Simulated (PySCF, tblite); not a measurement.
# C7H14N2Si: geometry, infrared bands and NMR shifts

Wanted: the infrared bands and NMR shifts of C7H14N2Si (`Cc1cnn([Si](C)(C)C)c1`), by calculation.

The runs use tblite 0.8.0 and PySCF 2.14.0, with density-fitted response routines of our own; the level of theory stands in each step. All values are computed, except where a source is named. Atoms are numbered from 0 throughout.

## (1) The molecule as given

24 atoms, charge 0, multiplicity 1; geometry from: force field or distance geometry start.

Bonds of the start (Å): C0–C1 1.49, C1–C2 1.36, C2–N3 1.37, N3–N4 1.34, N4–Si5 1.80, Si5–C6 1.88, Si5–C7 1.87, Si5–C8 1.84, N4–C9 1.34, C9–C1 1.39, C0–H10 1.13, C0–H11 1.12, C0–H12 1.09, C2–H13 1.09, C6–H14 1.10, C6–H15 1.10, C6–H16 1.12, C7–H17 1.10, C7–H18 1.12, C7–H19 1.10, C8–H20 1.13, C8–H21 1.11, C8–H22 1.11, C9–H23 1.08.

## (2) Relaxing the molecule with GFN2-xTB

The job: settings as JSON, then the geometry in Å.

```
{"job": {"kind": "relax", "xc": "GFN2-xTB", "basis": "xTB"}, "charge": 0, "multiplicity": 1}
C      3.800400    -0.187000    -0.031500
C      2.431700     0.411400    -0.043900
C      2.029200     1.705800    -0.079700
N      0.661700     1.715300    -0.069800
N      0.220300     0.451400     0.006800
Si    -1.498100    -0.076500     0.046900
C     -1.516400    -1.711800    -0.879000
C     -2.588400     1.123300    -0.885800
C     -1.972000    -0.235800     1.822600
C      1.280400    -0.370400     0.021900
H      4.059500    -0.575400    -1.056200
H      3.755700    -1.084600     0.642600
H      4.585400     0.485400     0.312500
H      2.684700     2.578300    -0.133500
H     -1.057600    -2.480500    -0.231600
H     -2.524200    -1.999000    -1.203900
H     -0.795700    -1.565900    -1.722700
H     -2.208600     2.158200    -0.849000
H     -3.582000     1.116900    -0.377000
H     -2.771000     0.795500    -1.921500
H     -2.907500     0.337800     2.083500
H     -1.178300     0.188600     2.465600
H     -2.126700    -1.315100     2.026800
H      1.205500    -1.445900     0.063600
```

Started as:

```sh
OMP_NUM_THREADS=1 python probes_run.py task.json out
```

This one command runs all jobs of the session in turn.

The program printed:

```text
step      E/eV     max force
  0    -807.56480    2.583
  1    -807.86348    0.930
  2    -807.94992    0.764
  3    -808.00233    0.482
  4    -808.04647    0.321
  5    -808.06434    0.374
  6    -808.08056    0.339
  7    -808.09456    0.280
  8    -808.10388    0.165
  9    -808.10873    0.207
 10    -808.11154    0.136
 11    -808.11391    0.106
 12    -808.11612    0.112
 13    -808.11818    0.097
 14    -808.12043    0.119
 15    -808.12355    0.150
 16    -808.12817    0.191
 17    -808.13434    0.203
 18    -808.14099    0.199
 19    -808.14647    0.166
 20    -808.15006    0.150
 21    -808.15263    0.131
 22    -808.15505    0.121
 23    -808.15752    0.114
 24    -808.16017    0.149
 25    -808.16278    0.119
 26    -808.16512    0.124
 27    -808.16735    0.144
 28    -808.16991    0.150
 29    -808.17287    0.164
 30    -808.17590    0.139
 31    -808.17874    0.117
 32    -808.18144    0.124
 33    -808.18407    0.118
 34    -808.18614    0.098
 35    -808.18741    0.076
 36    -808.18839    0.070
 37    -808.18958    0.091
 38    -808.19107    0.117
 39    -808.19238    0.094
 40    -808.19320    0.049
 41    -808.19371    0.044
 42    -808.19419    0.053
 43    -808.19471    0.046
 44    -808.19512    0.040
 45    -808.19538    0.039
 46    -808.19559    0.037
 47    -808.19585    0.040
 48    -808.19621    0.054
 49    -808.19665    0.064
 50    -808.19704    0.059
 51    -808.19732    0.041
 52    -808.19750    0.030
 53    -808.19765    0.028
 54    -808.19787    0.041
 55    -808.19819    0.048
 56    -808.19865    0.052
 57    -808.19916    0.045
 58    -808.19959    0.040
 59    -808.19988    0.041
 60    -808.20011    0.040
 61    -808.20036    0.042
 62    -808.20059    0.035
 63    -808.20075    0.028
 64    -808.20087    0.026
 65    -808.20101    0.032
 66    -808.20123    0.048
 67    -808.20147    0.048
 68    -808.20167    0.028
 69    -808.20181    0.027
 70    -808.20194    0.029
 71    -808.20213    0.046
 72    -808.20243    0.054
 73    -808.20280    0.062
 74    -808.20319    0.064
 75    -808.20363    0.055
 76    -808.20427    0.082
 77    -808.20518    0.101
 78    -808.20620    0.087
 79    -808.20608    0.160
 80    -808.20769    0.053
 81    -808.20825    0.050
 82    -808.20981    0.079
 83    -808.21062    0.090
 84    -808.21250    0.087
 85    -808.21381    0.102
 86    -808.21545    0.183
 87    -808.21563    0.219
 88    -808.21844    0.046
 89    -808.21908    0.039
 90    -808.21965    0.048
 91    -808.21984    0.047
 92    -808.22033    0.043
 93    -808.22064    0.044
 94    -808.22101    0.054
 95    -808.22141    0.049
 96    -808.22181    0.031
 97    -808.22202    0.050
 98    -808.22222    0.035
 99    -808.22240    0.031
100    -808.22277    0.035
101    -808.22302    0.043
102    -808.22350    0.039
103    -808.22384    0.038
104    -808.22417    0.037
105    -808.22435    0.062
106    -808.22458    0.032
107    -808.22471    0.019
108    -808.22478    0.015
109    -808.22482    0.016
110    -808.22488    0.018
111    -808.22493    0.019
112    -808.22502    0.018
113    -808.22517    0.019
114    -808.22541    0.025
115    -808.22567    0.030
116    -808.22588    0.024
117    -808.22605    0.027
118    -808.22620    0.028
119    -808.22639    0.029
120    -808.22657    0.025
121    -808.22670    0.024
122    -808.22681    0.023
123    -808.22691    0.018
124    -808.22699    0.014
125    -808.22705    0.013
126    -808.22708    0.013
127    -808.22712    0.013
128    -808.22717    0.013
129    -808.22723    0.018
130    -808.22730    0.023
131    -808.22741    0.024
132    -808.22758    0.033
133    -808.22781    0.040
134    -808.22810    0.043
135    -808.22842    0.045
136    -808.22879    0.049
137    -808.22910    0.048
138    -808.22940    0.039
139    -808.22958    0.025
140    -808.22968    0.022
141    -808.22975    0.026
142    -808.22983    0.024
143    -808.22992    0.017
144    -808.22997    0.013
145    -808.23002    0.012
146    -808.23006    0.014
147    -808.23012    0.015
148    -808.23016    0.012
149    -808.23019    0.012
150    -808.23022    0.015
151    -808.23025    0.014
152    -808.23030    0.015
153    -808.23034    0.014
154    -808.23039    0.016
155    -808.23044    0.018
156    -808.23050    0.014
157    -808.23055    0.011
158    -808.23059    0.010
159    -808.23061    0.011
160    -808.23063    0.011
161    -808.23065    0.008
```

Run time: 1.7 s. Hardware: 1 thread of Arm Neoverse V1, shared host.

Step by step: (not every step is listed)

| step | energy from step 0 (eV) | largest force (eV/Å) |
| --- | --- | --- |
| 0 | 0.0000 | 2.5833 |
| 1 | -0.2987 | 0.9303 |
| 2 | -0.3851 | 0.7637 |
| 3 | -0.4375 | 0.4822 |
| 4 | -0.4817 | 0.3212 |
| 5 | -0.4995 | 0.3742 |
| 6 | -0.5158 | 0.3391 |
| 7 | -0.5298 | 0.2798 |
| 8 | -0.5391 | 0.1654 |
| 22 | -0.5902 | 0.1210 |
| 36 | -0.6236 | 0.0701 |
| 50 | -0.6322 | 0.0592 |
| 64 | -0.6361 | 0.0262 |
| 78 | -0.6414 | 0.0873 |
| 92 | -0.6555 | 0.0426 |
| 106 | -0.6598 | 0.0317 |
| 120 | -0.6618 | 0.0250 |
| 134 | -0.6633 | 0.0429 |
| 148 | -0.6654 | 0.0116 |
| 156 | -0.6657 | 0.0138 |
| 157 | -0.6658 | 0.0110 |
| 158 | -0.6658 | 0.0105 |
| 159 | -0.6658 | 0.0111 |
| 160 | -0.6658 | 0.0108 |
| 161 | -0.6658 | 0.0083 |

Close pairs (by a distance rule), those that changed most:

| bond | before (Å) | after (Å) | change (Å) |
| --- | --- | --- | --- |
| Si5–C8 | 1.845 | 1.905 | +0.060 |
| C2–N3 | 1.368 | 1.312 | -0.055 |
| C1–C2 | 1.356 | 1.410 | +0.054 |
| C8–H20 | 1.128 | 1.085 | -0.042 |
| C0–H11 | 1.123 | 1.088 | -0.036 |
| C0–H10 | 1.126 | 1.091 | -0.035 |
| C6–H16 | 1.119 | 1.086 | -0.033 |
| C7–H18 | 1.116 | 1.085 | -0.031 |

The next job starts from the end point, and lists it.

## (3) Infrared spectrum with GFN2-xTB

The job: settings as JSON, then the geometry in Å.

```
{"job": {"kind": "ir", "xc": "GFN2-xTB", "basis": "xTB"}, "charge": 0, "multiplicity": 1}
C      3.873966    -0.119849    -0.057203
C      2.439942     0.280231    -0.049777
C      1.910112     1.587277    -0.068038
N      0.597846     1.571196    -0.070490
N      0.228834     0.280209    -0.059550
Si    -1.496419    -0.119208     0.022172
C     -1.701489    -1.819699    -0.812230
C     -2.392284     1.270648    -0.905926
C     -1.982827    -0.197586     1.862508
C      1.323744    -0.518402    -0.043413
H      4.287724    -0.036397    -1.062779
H      3.983336    -1.149836     0.274705
H      4.453218     0.527208     0.598904
H      2.444962     2.517480    -0.077933
H     -1.280280    -2.618985    -0.209573
H     -2.751341    -2.048808    -0.963822
H     -1.215913    -1.847292    -1.783240
H     -2.038594     2.238321    -0.565665
H     -3.464573     1.224566    -0.745401
H     -2.212727     1.215501    -1.975298
H     -3.027738    -0.464385     1.985821
H     -1.827850     0.764027     2.342806
H     -1.388857    -0.931566     2.400408
H      1.225473    -1.584887    -0.029431
```

The program printed:

```text
mode    cm-1     km/mol
  1     -14.2      0.60
  2      17.9      1.23
  3      65.5      0.04
  4      86.7      0.05
  5      96.9      0.50
  6     113.0      0.09
  7     117.1      0.06
  8     153.7      0.22
  9     158.8      0.43
 10     173.2      3.06
 11     210.1     12.11
 12     232.4     13.99
 13     287.1      7.99
 14     334.9      4.01
 15     423.2     37.31
 16     595.9      3.82
 17     636.2      1.31
 18     649.4     11.84
 19     694.4      8.40
 20     742.8     12.46
 21     755.1      4.58
 22     778.3      0.36
 23     785.4      3.48
 24     793.8      4.87
 25     797.4      1.79
 26     849.0      3.85
 27     859.3    231.15
 28     860.8    212.55
 29     868.0    277.80
 30     976.5     12.92
 31     999.6      6.93
 32    1021.9     17.44
 33    1040.2      5.78
 34    1091.3     72.33
 35    1141.4      5.80
 36    1247.5    152.94
 37    1339.4    154.55
 38    1367.8     25.30
 39    1370.4     21.84
 40    1375.0     11.56
 41    1393.1     16.60
 42    1403.8      1.85
 43    1445.9     32.17
 44    1468.9      0.49
 45    1474.0      0.81
 46    1478.5      0.36
 47    1479.7      0.46
 48    1482.6      3.16
 49    1484.8      1.31
 50    1488.8      0.99
 51    1490.9      3.69
 52    1599.4      5.37
 53    2992.5     37.92
 54    3025.1     33.32
 55    3033.5     11.45
 56    3035.0     30.95
 57    3039.3     30.80
 58    3040.8     13.00
 59    3043.5     12.81
 60    3046.2     27.15
 61    3048.6      6.29
 62    3050.9     24.82
 63    3054.1     43.33
 64    3059.3     30.99
 65    3155.9     41.76
 66    3168.5     25.66
```

Run time: 1.4 s. Hardware: 1 thread of Arm Neoverse V1, shared host.

The strongest bands and the atoms that carry them (share of the mass-weighted mode):

| cm⁻¹ | km/mol | atoms |
| --- | --- | --- |
| 859 | 231.2 | Si5 23 %, H19 19 %, H16 12 %, H14 11 % |
| 861 | 212.6 | Si5 25 %, H21 15 %, H22 12 %, H17 12 % |
| 868 | 277.8 | H18 17 %, H15 13 %, H20 12 %, Si5 11 % |
| 1091 | 72.3 | H23 44 %, N4 22 % |
| 1248 | 152.9 | N4 48 %, N3 29 %, H23 10 % |
| 1339 | 154.6 | N4 41 %, C9 26 %, C2 10 % |
| 3054 | 43.3 | H15 63 %, H17 11 %, H20 10 % |
| 3156 | 41.8 | H13 92 % |

## (4) NMR shieldings: PBE0/pcSseg-1

The job, as its differences from that of step 3:

```diff
@@ -1,2 +1,2 @@
-{"job": {"kind": "ir", "xc": "GFN2-xTB", "basis": "xTB"}, "charge": 0, "multiplicity": 1}
+{"job": {"kind": "nmr", "xc": "PBE0", "basis": "pcSseg-1"}, "charge": 0, "multiplicity": 1}
 C      3.873966    -0.119849    -0.057203
```

Method: GIAO PBE0/pcSseg-1 NMR shielding, non-relativistic, gas phase.

The program printed:

```text
coarse grid: 20032 points
cycle   1  E = -673.4303173301  dE =  1.308e+00  |g| = 6.019e-01  |ddm| = 4.506e+00
cycle   2  E = -673.4102838477  dE =  2.003e-02  |g| = 6.746e-01  |ddm| = 1.127e+00
cycle   3  E = -673.5191736370  dE = -1.089e-01  |g| = 1.439e-01  |ddm| = 6.176e-01
cycle   4  E = -673.5234537630  dE = -4.280e-03  |g| = 4.533e-02  |ddm| = 1.534e-01
cycle   5  E = -673.5239071248  dE = -4.534e-04  |g| = 9.147e-03  |ddm| = 4.554e-02
cycle   6  E = -673.5239203797  dE = -1.325e-05  |g| = 5.036e-03  |ddm| = 1.032e-02
cycle   7  E = -673.5239256080  dE = -5.228e-06  |g| = 1.391e-03  |ddm| = 5.887e-03
final grid: 187576 points
cycle   8  E = -673.5784937213  dE = -5.189e-05  |g| = 9.767e-03  |ddm| = 4.025e-02
cycle   9  E = -673.5784896765  dE =  4.045e-06  |g| = 1.068e-02  |ddm| = 1.781e-02
cycle  10  E = -673.5785175839  dE = -2.791e-05  |g| = 1.368e-03  |ddm| = 9.753e-03
cycle  11  E = -673.5785179671  dE = -3.832e-07  |g| = 3.564e-04  |ddm| = 1.648e-03
cycle  12  E = -673.5785179923  dE = -2.516e-08  |g| = 1.232e-04  |ddm| = 3.772e-04
cycle  13  E = -673.5785179954  dE = -3.116e-09  |g| = 3.151e-05  |ddm| = 1.078e-04
cycle  14  E = -673.5785179955  dE = -1.628e-10  |g| = 1.426e-05  |ddm| = 3.426e-05
converged SCF energy = -673.5785179955

GIAO shielding tensors (ppm)
atom      isotropic    diamagn.    paramagn.     s11        s22        s33       span
  0 C      175.724     242.913     -67.189    164.743    171.992    190.438     25.696
  1 C       63.859     275.039    -211.180     -7.533     47.158    151.953    159.486
  2 C       39.430     252.815    -213.385    -52.153     47.031    123.412    175.565
  3 N      -87.982     324.760    -412.742   -333.401   -105.280    174.736    508.137
  4 N       26.872     332.266    -305.394    -63.181     -0.852    144.650    207.831
  5 Si     337.282     883.238    -545.956    320.271    338.082    353.492     33.220
  6 C      187.632     256.831     -69.199    181.614    186.183    195.097     13.484
  7 C      187.860     255.049     -67.189    181.333    188.491    193.756     12.423
  8 C      185.018     255.716     -70.698    178.298    183.603    193.151     14.853
  9 C       51.592     255.698    -204.107    -32.090     54.162    132.703    164.793
 10 H       29.373      27.022       2.351     25.009     26.667     36.443     11.434
 11 H       29.482      28.784       0.698     23.818     29.269     35.359     11.540
 12 H       29.397      27.093       2.304     24.264     27.948     35.980     11.716
 13 H       24.030      33.538      -9.508     21.433     24.104     26.553      5.119
 14 H       31.192      33.666      -2.474     27.060     28.734     37.781     10.722
 15 H       31.447      30.059       1.388     26.808     28.886     38.648     11.839
 16 H       31.362      33.611      -2.249     27.444     28.769     37.874     10.430
 17 H       30.167      31.987      -1.821     24.346     28.701     37.454     13.108
 18 H       31.752      29.348       2.403     27.291     28.953     39.012     11.721
 19 H       31.421      31.970      -0.549     27.398     28.721     38.143     10.745
 20 H       31.722      29.721       2.001     27.709     28.428     39.031     11.322
 21 H       31.248      32.241      -0.993     26.571     29.389     37.786     11.215
 22 H       31.564      33.317      -1.754     26.939     29.811     37.941     11.003
 23 H       24.452      37.752     -13.300     21.039     22.742     29.574      8.535
```

Wall time 62 s (1 thread of Arm Neoverse V1, shared host); peak memory 1.1 GiB.

The references, computed at this level on geometries of the same kind, shield at (ppm): 1H TMS 31.72, 13C TMS 186.9, 29Si TMS 349.2, 15N NH3 267.7. Their shielding less the atom's gives the shift. The references are single molecules in the gas phase, so shifts against H2O, NH3, PH3, H3PO4 or CFCl3 are not on the usual liquid scales and can be off by tens of ppm. Atoms listed in one row are averaged.

| atoms | environment | σ (ppm) | δ (ppm) | δ scaled to CDCl3 |
| --- | --- | --- | --- | --- |
| C2 | aromatic CH next to a ring nitrogen | 39.4 | 147.5 | 142.0 |
| C9 | aromatic CH next to a ring nitrogen | 51.6 | 135.3 | 130.2 |
| C1 | substituted aromatic carbon | 63.9 | 123.1 | 118.2 |
| C0 | methyl carbon on an aromatic ring | 175.7 | 11.2 | 9.0 |
| C6, C7, C8 | methyl carbon bonded to Si | 186.8 | 0.1 | -1.8 |
| H13 | hydrogen on an aromatic CH next to a ring nitrogen | 24.03 | 7.69 | 7.35 |
| H23 | hydrogen on an aromatic CH next to a ring nitrogen | 24.45 | 7.27 | 6.96 |
| H10, H11, H12 | hydrogen on a methyl carbon on an aromatic ring | 29.42 | 2.30 | 2.27 |
| H14, H15, H16, H17, H18 and 4 more | hydrogen on a methyl carbon bonded to Si | 31.32 | 0.40 | 0.48 |
| N3 | pyridine-type nitrogen of an azole | -88.0 | 355.7 | – |
| N4 | pyrrole-type ring nitrogen | 26.9 | 240.9 | – |
| Si5 | silicon bonded to 3 C, N | 337.3 | 11.9 | – |

The scaled column applies a straight-line fit of computed shieldings to shifts measured in CDCl3 (root-mean-square error 0.16 ppm for H, 1.9 ppm for C).

Charges from the same density, by scheme (e):

| atoms | Mulliken | IAO | Hirshfeld | ESP fit |
| --- | --- | --- | --- | --- |
| C0 | -0.10 | -0.43 | -0.12 | -0.55 |
| C1 | -0.54 | -0.08 | -0.04 | 0.24 |
| C2 | 0.19 | -0.09 | -0.04 | -0.06 |
| N3 | -0.25 | -0.26 | -0.14 | -0.48 |
| N4 | -0.55 | -0.24 | -0.06 | 0.20 |
| Si5 | 1.08 | 1.19 | 0.46 | 0.89 |
| C6, C7, C8 | -0.63 | -0.73 | -0.22 | -0.68 |
| C9 | 0.27 | -0.12 | -0.03 | -0.46 |

Mayer bond orders: C0–C1 1.05, C1–C2 1.32, C2–N3 1.56, N3–N4 1.18, N4–Si5 0.70, Si5–C6 0.96, Si5–C7 0.99, Si5–C8 0.98, N4–C9 1.12, C9–C1 1.47.

Ring of atoms C1, C2, N3, N4, C9: NICS(0) -12.3, NICS(1) -11.9, NICS(1)zz -29.9 ppm (means of both faces).

## (5) Summary of results

| quantity | value |
| --- | --- |
| strongest single infrared mode (GFN2-xTB) | 868 cm⁻¹, 278 km/mol |
| zero-point energy (GFN2-xTB) | 123.8 kcal/mol |
| 13C shifts against TMS (PBE0/pcSseg-1, means over atoms taken as alike) | 147.5, 135.3, 123.1, 11.2, 0.1 ppm |
| 1H shifts against TMS (PBE0/pcSseg-1, means over atoms taken as alike) | 7.69, 7.27, 2.30, 0.40 ppm |
| 15N shifts against NH3 (PBE0/pcSseg-1) | 355.7, 240.9 ppm |
| 29Si shifts against TMS (PBE0/pcSseg-1) | 11.9 ppm |

The optimisation took 161 steps and gained 0.666 eV; among the close pairs (by a distance rule), Si5–C8 changed most, from 1.845 to 1.905 Å. The lowest mode is slightly imaginary (14i cm⁻¹), a soft motion within the noise of the Hessian, so the minimum is not strictly shown. The strongest single mode, at 868 cm⁻¹, has its largest shares on H18, H15, H20 and Si5 (the list is cut at 4 atoms). GFN2-xTB is a fitted tight-binding method: band positions and strengths are rough. Its intensities can rank the bands wrongly. At PBE0/pcSseg-1: The widest tensor belongs to N3: span 508 ppm, with a paramagnetic part of -413 ppm. NICS(1)zz of -30 ppm above the planar ring from C1 marks a diatropic (aromatic) ring current.
